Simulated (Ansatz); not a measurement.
# MoS2: the band gap up the ladder of functionals

The task here is to estimate one member of a computed series from the others.

Program: Ansatz 0.2.0. PAW datasets, plane waves. No spin polarisation and no zero-point or thermal motion.

## Starting point

The cell was relaxed beforehand with r2SCAN+rVV10.

The symmetry is P6_3/mmc (No. 194, hexagonal); conventional cell a = 3.173 Å, c = 12.436 Å, 18.07 Å³ an atom. Around Mo lie 6 S at 2.40 Å; around S lie 3 Mo at 2.40 Å.

Structure file:

```cif
data_structure
_symmetry_space_group_name_H-M 'P6_3/mmc'
_symmetry_Int_Tables_number 194
_cell_length_a 3.1730
_cell_length_b 3.1730
_cell_length_c 12.4359
_cell_angle_alpha 90.000
_cell_angle_beta 90.000
_cell_angle_gamma 120.000
_cell_volume 108.43
loop_
_atom_site_label
_atom_site_type_symbol
_atom_site_symmetry_multiplicity
_atom_site_Wyckoff_symbol
_atom_site_fract_x
_atom_site_fract_y
_atom_site_fract_z
_atom_site_occupancy
Mo1 Mo 2 c 0.33333 0.66667 0.25000 1
S1 S 4 f 0.33333 0.66667 0.62490 1
```

Set-up of the first run:

The input, input.yaml:

```yaml
crystal:
  lattice:
    - [3.1730194991, 0.0, 0.0]
    - [-1.5865097496, 2.747915493, 0.0]
    - [0.0, 0.0, 12.4359058611]
  atoms:
    - { symbol: Mo, position: [0.3333333333, 0.6666666667, 0.25] }
    - { symbol: Mo, position: [0.6666666667, 0.3333333333, 0.75] }
    - { symbol: S, position: [0.3333333333, 0.6666666667, 0.6249005404] }
    - { symbol: S, position: [0.6666666667, 0.3333333333, 0.1249005404] }
    - { symbol: S, position: [0.3333333333, 0.6666666667, 0.8750994596] }
    - { symbol: S, position: [0.6666666667, 0.3333333333, 0.3750994596] }
kpoints:
  mp_grid: { grid: [12, 12, 2] }
  band_path:
    path:
      - [[0.0, 0.0, 0.0], [0.5, -1.122569004325e-17, 0.0], [0.3333333333333, 0.3333333333333, 0.0], [0.0, 0.0, 0.0], [0.0, 0.0, 0.5], [0.5, -1.122569004325e-17, 0.5], [0.3333333333333, 0.3333333333333, 0.5], [0.0, 0.0, 0.5]]
      - [[0.5, -1.122569004325e-17, 0.5], [0.5, -1.122569004325e-17, 0.0]]
      - [[0.3333333333333, 0.3333333333333, 0.5], [0.3333333333333, 0.3333333333333, 0.0]]
    npoints: 10
hamiltonian:
  xc: pbe
scf:
  occupations: { method: fermi_dirac, width: 0.02 }
  n_extra_bands: 5
output:
  forces: true
  stress: true
  eigenvalues: true
  write_density: true
  write_potential: true
  elf: true
  volumetric_format: npy
```

Command:

```bash
ansatz run input.yaml --threads 4 --pin off --max-ram 9216MiB --backend cpu --events-out ev --progress --plain --runs-dir out
```

Steps of the session up to this table: PBE bands along the symmetry lines; r2SCAN; Single point with HSE06; Single point with PBE+SOC; Single point with PBE0; Single point with LDA; Quasiparticle levels, G0W0@PBE; G0W0 on PBE; Single point with DDH-PBE0; LC-ωPBE.

One table of the session follows, with a row left open; its other results are not shown here.

| level | gap (eV) |
| --- | --- |
| PBE | 0.94 |
| r2SCAN | 1.03 |
| HSE06 | 1.48 |
| PBE+SOC | 0.92 |
| PBE0 | 2.13 |
| LDA | ? |
| G0W0@PBE (323 empty bands) | 1.28 |
| G0W0@PBE (594 empty bands) | 1.31 |
| DDH-PBE0 | 1.32 |
| LC-ωPBE | 5.33 |

Estimate the missing values for LDA.

The run gave: gap (eV): 0.85. In the column «gap (eV)» it is the lowest.

Meshes: PBE 12×12×2, r2SCAN 12×12×2, HSE06 6×6×2, PBE+SOC 12×12×2, PBE0 6×6×2, LDA 12×12×2, DDH-PBE0 6×6×2, LC-ωPBE 6×6×2.

To keep in mind: Warnings in the runs' records: stress scf threshold loose, stress exchange threshold loose.
